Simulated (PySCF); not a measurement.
# [AuBr2]+: singlet, from a B3LYP minimum start

Where does singlet [AuBr2]+ go from a B3LYP minimum start, is the end point a minimum, and what are its modes, charges and moments?

Computed with PySCF 2.14.0. Level: B3LYP, basis Au def2-SVP with ECP60, Br def2-SVP, scalar-relativistic core potentials, no spin–orbit coupling, density fitting.

**1. The starting structure**

3 atoms, charge 1, spin multiplicity 1.

Bond lengths: Au1–Br2 2.385 Å, Au1–Br3 2.385 Å. Angles: Br2–Au1–Br3 89.7°.

Coordinates in bohr (charge 1 multiplicity 1):
```
Au    0.0000    0.0000   -1.4245
Br    3.1791    0.0000    1.7692
Br   -3.1791    0.0000    1.7692
```

**2. The SCF at the typed geometry**

One driver script runs all steps and calls PySCF; scf.py shows how it sets up the SCF of each step. The optimiser is the driver's own. After this first run the driver tries any further starts and a stability analysis.

Contents of scf.py:

```python
from pyscf import gto, scf, dft
mol = gto.M(atom='''
Au    -0.000000    -0.000000    -0.753793
Br     1.682298    -0.000000     0.936198
Br    -1.682298     0.000000     0.936198''',
    basis={'Au': 'def2-SVP', 'Br': 'def2-SVP'},
    ecp={'Au': 'def2-SVP'},
    charge=1, spin=0)
mf = dft.RKS(mol, xc='B3LYP')
mf.grids.atom_grid = (50, 194)
aux = {'Au': 'def2-universal-JKFIT', 'Br': 'def2-universal-JKFIT'}
mf = mf.density_fit(auxbasis=aux)
mf.conv_tol = 1e-08
mf.diis_space = 10
mf.max_cycle = 60
mf.init_guess = 'minao'
mf.verbose = 4
mf.kernel()
```

Started as:

```console
> OMP_NUM_THREADS=2 python axn.py task.json out
```

The runs that follow: Relaxation: B3LYP minimum start, singlet; Hessian and properties.

Before running it: what results should come out? Wanted: minimum; geometry; wavenumbers; dipole moment; highest occupied, lowest empty level; polar-tensor charge of Au1; zero-point energy.

As calculated:

| quantity | value |
| --- | --- |
| minimum | singlet, C2v |
| geometry | Au–Br 2.386 Å (×2); Br–Au–Br 88.7° |
| wavenumbers (cm⁻¹) | 29 (a1), 233 (b2), 244 (a1) |
| dipole moment (centre of mass) | 0.97 D |
| highest occupied, lowest empty level | -13.85, -11.96 eV |
| polar-tensor charge of Au1 | +0.61 e |
| zero-point energy | 3.0 kJ/mol |
| entropy at 298.15 K | 340.2 J/(mol K) |

In words: The molecule stays C2v, as typed, and the end point is a minimum. Only this shape and spin were tried, so other structures or states may lie lower. With an element this heavy the missing spin–orbit coupling can shift these numbers.
